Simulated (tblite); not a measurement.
# CH14ClNSi5: the cost of one run

Programs: tblite 0.8.0 and PySCF 2.14.0, with density-fitted response routines of our own. Each step states its level of theory. These are calculated values for one molecule in the gas phase, unless marked as measured. Atoms are numbered from 0 throughout.

### Step 1. Starting geometry

22 atoms, charge 0, multiplicity 1; geometry from: force field or distance geometry start.

Bonds of the start (Å): Si0–Si1 2.24, Si1–Si2 2.23, Si1–Si3 2.22, Si1–N4 1.75, N4–C5 1.41, C5–Si6 1.87, Si6–Cl7 2.10, Si0–H8 1.48, Si0–H9 1.50, Si0–H10 1.44, Si2–H11 1.47, Si2–H12 1.47, Si2–H13 1.48, Si3–H14 1.47, Si3–H15 1.46, Si3–H16 1.48, N4–H17 1.03, C5–H18 1.11, C5–H19 1.14, Si6–H20 1.49, Si6–H21 1.45.

### Step 2. Relaxing the molecule with GFN2-xTB

What the job is given:

```
{"job": {"kind": "relax", "xc": "GFN2-xTB", "basis": "xTB"}, "charge": 0, "multiplicity": 1}
Si    -1.632000    -0.040600     1.644000
Si    -0.628800     0.203900    -0.339400
Si    -2.137500     1.002100    -1.781200
Si    -0.141900    -1.838700    -1.074900
N      0.717700     1.321500    -0.317100
C      1.634000     1.236000     0.753100
Si     2.501600    -0.407700     0.908500
Cl     3.110200    -1.176000    -0.943600
H     -2.148100     1.263900     2.119300
H     -2.854600    -0.867900     1.387300
H     -0.858600    -0.758400     2.628900
H     -3.352300     1.496900    -1.107000
H     -2.598900    -0.072000    -2.672600
H     -1.541000     2.032500    -2.656900
H      0.579300    -2.639500    -0.077900
H      0.545700    -1.839100    -2.366600
H     -1.420000    -2.558200    -1.297300
H      1.058700     1.659500    -1.225400
H      1.235300     1.597300     1.729000
H      2.479600     1.957300     0.512800
H      3.702400    -0.138100     1.746700
H      1.738700    -1.415400     1.627700
```

Run with:

```bash
$ OMP_NUM_THREADS=1 python probes_run.py task.json out
```

The driver reads the jobs from task.json and runs them one after another.

Q: Estimate the wall time and peak memory of this first job on 1 thread of AMD EPYC, shared host.

About 8.5 s, with a peak of 0.18 GiB.
